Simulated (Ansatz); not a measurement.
From input file to script: Na2MoO4, space group Fd-3m in Ansatz 0.2.0.

```yaml
crystal:
  lattice:
    - [0.0, 4.55444, 4.55444]
    - [4.55444, 0.0, 4.55444]
    - [4.55444, 4.55444, 0.0]
  atoms:
    - { symbol: Na, position: [0.625, 0.625, 0.625] }
    - { symbol: Na, position: [0.125, 0.625, 0.625] }
    - { symbol: Na, position: [0.625, 0.625, 0.125] }
    - { symbol: Na, position: [0.625, 0.125, 0.625] }
    - { symbol: Mo, position: [0.0, 0.0, 0.0] }
    - { symbol: Mo, position: [0.25, 0.25, 0.25] }
    - { symbol: O, position: [0.88771, 0.88771, 0.88771] }
    - { symbol: O, position: [0.91313, 0.36229, 0.36229] }
    - { symbol: O, position: [0.88771, 0.88771, 0.33687] }
    - { symbol: O, position: [0.36229, 0.91313, 0.36229] }
    - { symbol: O, position: [0.33687, 0.88771, 0.88771] }
    - { symbol: O, position: [0.36229, 0.36229, 0.36229] }
    - { symbol: O, position: [0.88771, 0.33687, 0.88771] }
    - { symbol: O, position: [0.36229, 0.36229, 0.91313] }
kpoints:
  mp_grid: { grid: [3, 3, 3] }
hamiltonian:
  xc: pbesol
scf:
  occupations: { method: fermi_dirac }
output:
  write_potential_components: true
  band_densities: [{ bands: [v1, v1] }, { bands: [c1, c1] }]
```

Launched from the shell:
```console
$ ansatz run input.yaml --threads 1 --pin off --max-ram 3072MiB --backend cpu --events-out ev --progress --plain --runs-dir out
Engine: ansatz 0.2.0, aarch64-unknown-linux-gnu
Pseudopotentials: kind: paw
Pseudopotential: Na, paw, valence charge 9, recommended cutoff 420 eV (normal), Na.paw.azcp
Pseudopotential: Mo, paw, valence charge 14, recommended cutoff 420 eV (normal), Mo.paw.azcp
Pseudopotential: O, paw, valence charge 6, recommended cutoff 420 eV (normal), O.paw.azcp
Functional definition: PBEsol
  exchange = pbesol_x
  correlation = pbesol_c
Crystal: 14 atoms, lattice volume = 188.945 Å³
Basis set: ecut = 420 eV, 3695 PW (Γ)
Bands: 70, of which v1, the nominal top of the filled ones, is band 56 counted from 1 (55 counted from 0)
Symmetry: 48 space group operations
Space group: Fd-3m (ITA 227), of the structure as read, at distance tolerance 5.7e-5 Å
k-points: 4 of 27
Non-local potential: Na, projectors of the file, l = 0: 3, l = 1: 2, l = 2: 1
Non-local potential: Mo, projectors of the file, l = 0: 3, l = 1: 2, l = 2: 2, l = 3: 1
Non-local potential: O, projectors of the file, l = 0: 2, l = 1: 2, l = 2: 1
PAW form: soft (Blöchl's): semilocal exchange-correlation on the pseudo side does not see the compensation charge
PAW frozen core: Na, regenerated for the run's functional, and the local potential with it (the file was generated under x = pbe(κ = 0.804, μ = 0.2195149727645171), c = pbe(β = 0.06672455060314922))
PAW frozen core: Mo, regenerated for the run's functional, and the local potential with it (the file was generated under x = pbe(κ = 0.804, μ = 0.2195149727645171), c = pbe(β = 0.06672455060314922))
PAW frozen core: O, regenerated for the run's functional, and the local potential with it (the file was generated under x = pbe(κ = 0.804, μ = 0.2195149727645171), c = pbe(β = 0.06672455060314922))
PAW one-centre angular grid: Na, 110 points (default); XC on 64 Gauss nodes
PAW one-centre angular grid: Mo, 590 points (default); XC on 64 Gauss nodes
PAW one-centre angular grid: O, 110 points (default); XC on 64 Gauss nodes
Initial density: superposition of atomic densities (neutral atoms: chi_scale 0, normalization atom), corrected by the library's trained network
Initial wavefunctions: pseudopotential atomic-orbital guess
Functional: x = pbesol(κ = 0.804, μ = 0.12345679012345678), c = pbesol(β = 0.046)
SCF iter   1: F=—  HF=-20193.935411 eV  |F-HF|=—  |Δ(HF+E_count)|=         —  Δρ=1.42e-2  dr2=3.81e-1  ethr=1.77e-3  ⟨swp⟩=6.0  Hψ=1068  notcnv=0
preconditioner: auto → Resta (q_TF=auto, 2.501 Å⁻¹)  ε∞=3.6  [insulator: Δε(μ)=4.329 eV  Ē_g=15.777 eV  σ=0.100 eV  W_gap=1.00  n_scr=58 (ndim 8)  ℏωp=25.3 eV  f_vac=0.053  D(μ)=0.00/eV (n_scr^D=0)  ε∞_Penn≈3.6]
SCF iter   2: F=—  HF=-20193.884945 eV  |F-HF|=—  |Δ(HF+E_count)|=   5.05e-2  Δρ=7.64e-3  dr2=1.36e-1  ethr=3.40e-4  ⟨swp⟩=2.0  Hψ=483  notcnv=0  defer=9
SCF iter   3: F=—  HF=-20193.861083 eV  |F-HF|=—  |Δ(HF+E_count)|=   2.39e-2  Δρ=1.32e-3  dr2=2.89e-3  ethr=1.22e-4  ⟨swp⟩=2.0  Hψ=401  notcnv=0  defer=9
SCF iter   4: F=—  HF=-20193.860547 eV  |F-HF|=—  |Δ(HF+E_count)|=   5.36e-4  Δρ=3.50e-4  dr2=2.14e-4  ethr=2.58e-6  ⟨swp⟩=2.0  Hψ=458  notcnv=0  defer=9
SCF iter   5: F=—  HF=-20193.860585 eV  |F-HF|=—  |Δ(HF+E_count)|=   3.85e-5  Δρ=9.92e-5  dr2=1.08e-5  ethr=1.91e-7  ⟨swp⟩=2.5  Hψ=478  notcnv=0  defer=9
SCF iter   6: F=—  HF=-20193.860778 eV  |F-HF|=—  |Δ(HF+E_count)|=   1.93e-4  Δρ=3.59e-5  dr2=1.68e-6  ethr=9.66e-9  ⟨swp⟩=2.0  Hψ=359  notcnv=0  defer=9
SCF iter   7: F=—  HF=-20193.860779 eV  |F-HF|=—  |Δ(HF+E_count)|=   1.03e-6  Δρ=9.03e-6  dr2=1.72e-7  ethr=1.50e-9  ⟨swp⟩=3.0  Hψ=494  notcnv=0  defer=9
SCF iter   8: F=-20193.860779 eV  HF=-20193.860779 eV  |F-HF|=1.62e-9  |Δ(HF+E_count)|=   4.36e-8  Δρ=3.13e-6  dr2=1.27e-8  ethr=8.93e-11  ⟨swp⟩=7.2  Hψ=644  notcnv=0
SCF 1 converged in 8 iterations: F = -20193.860779 eV  dr2 = 1.27e-8
  greatest PAW one-centre occupation: 0.999 electrons in one spin orbital (limit 2), on the Na atom at site 3 (counted from 0), in its partial waves of l = 0
SCF converged after 8 iterations
Free energy (F): -20193.860779 eV
Harris-Foulkes:  -20193.860779 eV  (|F-HF|=1.62e-9)
Internal energy: -20193.860779 eV  (E = F + TS)
E sigma→0 (E₀):  -20193.860779 eV
Fermi energy:    6.354119 eV
--- Per-component energies (eV) ---
  E_band       = -1397.165188
  E_kinetic    = 2755.629471
  E_local      = -10488.316434  (includes V_loc(G=0)·N_el)
  E_nonlocal   = 1135.725351
  E_hartree    = 3662.880936
  E_xc         = -1097.699973
  E_vxc        = -1398.275120  (∫ρ·V_xc dr)
  E_paw        = -8517.037661  (= ΣΔE_a)
  E_vpaw       = -727.708876  (= ΣTr[D̂ρ^β])
  E_aug_tail   = 0.020092  (compensation charges beyond the density's cutoff)
  E_ewald      = -7645.982238
  E_core_change = 0.919677  (= ΣΔE_core)
  E_smearing   = -0.000000  (= −TS)
  E_closure    = -0.000000  (closes the sum)
  Σ components = -20193.860779   (vs F -20193.860779, Δ=0.00e0)
--- Band table (eV) ---
  k-point 0: bands = ["-56.0599", "-56.0587", "-44.0257", "-44.0153", "-44.0153", "-44.0153", "-30.4215", "-30.4215", "-30.4215", "-30.4139", "-30.4139", "-30.4139", "-16.2988", "-16.1937", "-16.1937", "-16.1937", "-16.1100", "-16.1100", "-16.0962", "-16.0962", "-16.0962", "-16.0606", "-16.0606", "-16.0606", "-11.9349", "-11.3926", "-11.2253", "-11.2253", "-11.2253", "-11.1583", "-11.1583", "-11.1583", "0.5196", "0.5196", "0.6730", "0.6730", "0.6730", "1.1873", "1.1873", "1.1873", "1.6458", "1.7953", "1.7953", "2.0442", "2.3645", "2.3645", "2.3645", "3.6732", "3.6732", "3.6732", "4.0278", "4.0278", "4.0278", "4.0937", "4.0937", "4.0937", "8.5923", "8.5923", "8.8900", "8.8900", "9.4065", "10.1867", "10.1867", "10.1867", "11.3172", "11.3172", "11.3172", "13.6753", "13.8276", "14.2041"]
  k-point 1: bands = ["-56.0597", "-56.0589", "-44.0239", "-44.0170", "-44.0153", "-44.0153", "-30.4224", "-30.4224", "-30.4218", "-30.4136", "-30.4130", "-30.4130", "-16.2744", "-16.1896", "-16.1796", "-16.1796", "-16.1290", "-16.1079", "-16.1079", "-16.0989", "-16.0989", "-16.0739", "-16.0739", "-16.0605", "-11.7931", "-11.4860", "-11.3123", "-11.2159", "-11.2159", "-11.1689", "-11.1689", "-11.1244", "0.4470", "0.6016", "0.6016", "0.6936", "0.6936", "0.9366", "1.1910", "1.1910", "1.5767", "1.5767", "2.0106", "2.2519", "2.6540", "2.6540", "2.8047", "3.5538", "3.5647", "3.5647", "3.7413", "3.9188", "3.9188", "4.0181", "4.0244", "4.0244", "8.6525", "8.6525", "8.9198", "8.9198", "9.7439", "10.2176", "10.2176", "10.4426", "10.6152", "11.2389", "11.2389", "12.7772", "13.7334", "14.7845"]
  k-point 2: bands = ["-56.0596", "-56.0590", "-44.0231", "-44.0179", "-44.0153", "-44.0153", "-30.4234", "-30.4234", "-30.4196", "-30.4158", "-30.4121", "-30.4121", "-16.2618", "-16.2043", "-16.1685", "-16.1685", "-16.1196", "-16.1187", "-16.1110", "-16.1110", "-16.0976", "-16.0728", "-16.0708", "-16.0708", "-11.7532", "-11.5073", "-11.2577", "-11.2381", "-11.2381", "-11.2016", "-11.1460", "-11.1460", "0.5092", "0.5330", "0.5330", "0.6994", "0.8113", "0.8864", "1.1846", "1.1846", "1.4547", "1.4851", "2.2077", "2.3572", "2.6295", "2.8373", "2.8373", "3.4799", "3.6354", "3.6354", "3.7030", "3.8039", "3.8039", "3.9273", "4.0211", "4.0211", "8.5797", "8.7914", "8.8141", "8.9819", "9.9983", "10.1458", "10.1458", "10.2482", "10.7529", "11.1652", "11.1652", "13.1970", "13.7555", "14.2875"]
  k-point 3: bands = ["-56.0595", "-56.0591", "-44.0218", "-44.0192", "-44.0153", "-44.0153", "-30.4240", "-30.4233", "-30.4194", "-30.4160", "-30.4122", "-30.4115", "-16.2454", "-16.2091", "-16.1631", "-16.1600", "-16.1418", "-16.1188", "-16.1152", "-16.0964", "-16.0907", "-16.0881", "-16.0806", "-16.0675", "-11.6563", "-11.5649", "-11.3378", "-11.2520", "-11.2188", "-11.1663", "-11.1595", "-11.1346", "0.2616", "0.5203", "0.6287", "0.9330", "0.9385", "0.9679", "1.0755", "1.1729", "1.3036", "1.3165", "2.3219", "2.3766", "2.8114", "2.8840", "3.1362", "3.2229", "3.6122", "3.6249", "3.7224", "3.7248", "3.8354", "3.8646", "3.8973", "3.9806", "8.6893", "8.7638", "8.7880", "8.9300", "9.6759", "10.2034", "10.2937", "10.5000", "10.5749", "11.1741", "11.9300", "12.6222", "12.7879", "14.1244"]
--- Band densities, each state counted as filled ---
  window                                       electrons  max residual (eV)  cut levels
  bands: [v1, v1]                               2.000000             1.5e-5           3
  bands: [c1, c1]                               2.000000             1.4e-4           2
```

Script `scf_na2moo4.py`:
```python
# -*- coding: utf-8 -*-
"""Self-consistent field of Na2MoO4 at the given structure."""

from collections import Counter
from pathlib import Path
import sys
import warnings

import ansatz
from ase import Atoms
import numpy as np
from pymatgen.core import Structure

warnings.simplefilter("ignore", ansatz.DeckWarning)

atoms = Atoms(
    ["Na", "Na", "Na", "Na", "Mo", "Mo", "O", "O", "O", "O", "O", "O", "O", "O"],
    scaled_positions=[
        (0.625, 0.625, 0.625),
        (0.125, 0.625, 0.625),
        (0.625, 0.625, 0.125),
        (0.625, 0.125, 0.625),
        (0.0, 0.0, 0.0),
        (0.25, 0.25, 0.25),
        (0.88771, 0.88771, 0.88771),
        (0.91313, 0.36229, 0.36229),
        (0.88771, 0.88771, 0.33687),
        (0.36229, 0.91313, 0.36229),
        (0.33687, 0.88771, 0.88771),
        (0.36229, 0.36229, 0.36229),
        (0.88771, 0.33687, 0.88771),
        (0.36229, 0.36229, 0.91313),
    ],
    cell=[
        (0.0, 4.55444, 4.55444),
        (4.55444, 0.0, 4.55444),
        (4.55444, 4.55444, 0.0),
    ],
    pbc=True,
)
system = ansatz.Crystal.from_ase(atoms)

# functional, basis and sampling
job = (
    system.calculation()
    .functional("pbesol")
    .kpoints(length=17)  # sampling of the Brillouin zone
    .occupations("fermi_dirac")  # smearing steadies the SCF of a metal
    .band_densities([("v1", "v1"), ("c1", "c1")])
    .potential_components()
)
try:
    outcome = job.run(threads=1)
except ansatz.NonConvergedError as error:
    sys.exit(f"no convergence: {error}")
except ansatz.RefusalError as error:
    sys.exit(f"input refused: {error}")
r = outcome.report

energy = r["free_energy_ev"]
print("Na2MoO4: {:.6f} eV = {:.6f} Ry = {:.6f} Ha".format(energy, energy / 13.605693, energy / 27.211386))
print("Fermi level {:.4f} eV, {} k-points, {} symmetry operations".format(r["fermi_energy_ev"], r["n_kpoints"], r["n_symmetry_ops"]))

final = Structure(outcome.lattice.cell_ang, [s.symbol for s in outcome.lattice.sites], [s.position_frac for s in outcome.lattice.sites])
# first shell of each atom, within 15 % of its shortest distance
for index, site in enumerate(final):
    near = final.get_neighbors(site, 4.5)
    edge = 1.15 * min(n.nn_distance for n in near)
    shell = Counter((round(n.nn_distance, 2), n.specie.symbol) for n in near if n.nn_distance < edge)
    print(f"{index:2d} {site.specie.symbol:2s}", ", ".join(f"{count} {symbol} at {d:.2f}" for (d, symbol), count in sorted(shell.items())))

lines = ["| quantity | value |", "|---|---|"]
lines.append(f"| free energy per atom | {r['free_energy_ev'] / len(outcome.lattice.sites):.4f} eV |")
lines.append(f"| Fermi level | {r['fermi_energy_ev']:.3f} eV |")
lines.append(f"| volume per atom | {r['setup']['cell_volume_ang3'] / len(outcome.lattice.sites):.3f} A^3 |")
lines.append(f"| valence electrons | {r['n_electrons']:g} |")
Path("summary.md").write_text("\n".join(lines) + "\n")

print(job.to_python())

# how spread out the top filled and lowest empty bands are
for name, window in zip(("top filled band", "lowest empty band"), outcome.band_densities().windows):
    field = window.outcome.density.channels[0].density_e_per_ang3
    ratio = field.mean() ** 2 / np.mean(field ** 2)
    print(f"{name}: band {window.window.first}, participation ratio {ratio:.3f} of the cell")

folder = Path(outcome.write_results("parts"))
text = (folder / "v_comp_z.tsv").read_text().splitlines()
rows = np.array([line.split() for line in text if not line.startswith("#")], dtype=float)
print(text[0])
print(np.array2string(rows[:: max(len(rows) // 12, 1)], precision=3, suppress_small=True))
```

```console
$ python scf_na2moo4.py
Na2MoO4: -20193.860779 eV = -1484.221405 Ry = -742.110702 Ha
Fermi level 6.3541 eV, 4 k-points, 48 symmetry operations
 0 Na 6 O at 2.40
 1 Na 6 O at 2.40
 2 Na 6 O at 2.40
 3 Na 6 O at 2.40
 4 Mo 4 O at 1.77
 5 Mo 4 O at 1.77
 6 O  1 Mo at 1.77
 7 O  1 Mo at 1.77
 8 O  1 Mo at 1.77
 9 O  1 Mo at 1.77
10 O  1 Mo at 1.77
11 O  1 Mo at 1.77
12 O  1 Mo at 1.77
13 O  1 Mo at 1.77
(
    az.Lattice.of(((0.0, 4.55444, 4.55444), (4.55444, 0.0, 4.55444), (4.55444, 4.55444, 0.0)))
    .atom("Na", (0.625, 0.625, 0.625))
    .atom("Na", (0.125, 0.625, 0.625))
    .atom("Na", (0.625, 0.625, 0.125))
    .atom("Na", (0.625, 0.125, 0.625))
    .atom("Mo", (0.0, 0.0, 0.0))
    .atom("Mo", (0.25, 0.25, 0.25))
    .atom("O", (0.88771, 0.88771, 0.88771))
    .atom("O", (0.9131300000000001, 0.36229, 0.36229))
    .atom("O", (0.88771, 0.88771, 0.33686999999999995))
    .atom("O", (0.36229, 0.9131300000000001, 0.36229))
    .atom("O", (0.33687000000000017, 0.88771, 0.88771))
    .atom("O", (0.36229, 0.36229, 0.36229))
    .atom("O", (0.8877099999999999, 0.33687000000000006, 0.88771))
    .atom("O", (0.36229, 0.36229, 0.9131300000000001))
    .calculation()
    .kpoints(3, 3, 3)
    .functional("pbesol")
    .occupations(method="fermi_dirac")
    .potential_components()
    .band_densities((("v1", "v1"), ("c1", "c1")))
)

top filled band: band 56, participation ratio 0.111 of the cell
lowest empty band: band 57, participation ratio 0.099 of the cell
# z_ang	v_loc[eV]	v_h[eV]	v_xc[eV]
[[  0.     -3.73    5.508 -10.41 ]
 [  0.429  -0.974   3.464  -9.225]
 [  0.859  -0.879   2.991  -8.671]
 [  1.288  -1.186   3.821  -9.491]
 [  1.718  -5.102   6.138 -10.704]
 [  2.147  -7.032   6.567 -11.371]
 [  2.576   1.457   0.788 -10.604]
 [  3.006  13.379  -6.863  -8.905]
 [  3.435  14.343  -8.337  -8.009]
 [  3.865   6.828  -4.434  -7.783]
 [  4.294   8.422  -5.328  -7.817]
 [  4.723  15.538  -8.751  -8.121]
 [  5.153  10.864  -5.283  -9.321]
 [  5.582  -1.527   2.743 -10.947]
 [  6.012  -7.405   6.975 -11.318]]
```

Notes:
- Total energies depend on the potentials; only differences at equal settings carry meaning.
- The run is spin-unpolarised.
- The zero of the levels is a convention of the potentials, so an absolute Fermi energy is no work function.
- In a crystal with a gap the Fermi level's place inside it depends on smearing and mesh.
- The structure is a deposited one; some such entries were measured under pressure or heat, so a shift against it needn't be the functional's error alone.
- Levels are Kohn-Sham eigenvalues on this mesh, without spin-orbit coupling.
- Run time: 4.4 s on 1 thread of Arm Neoverse V1 (shared host), peak memory 0.49 GiB.

(A comment or docstring line of the script was reworded after the run, the code is as it ran; lines on the test bed's own set-up are left out of the output.)
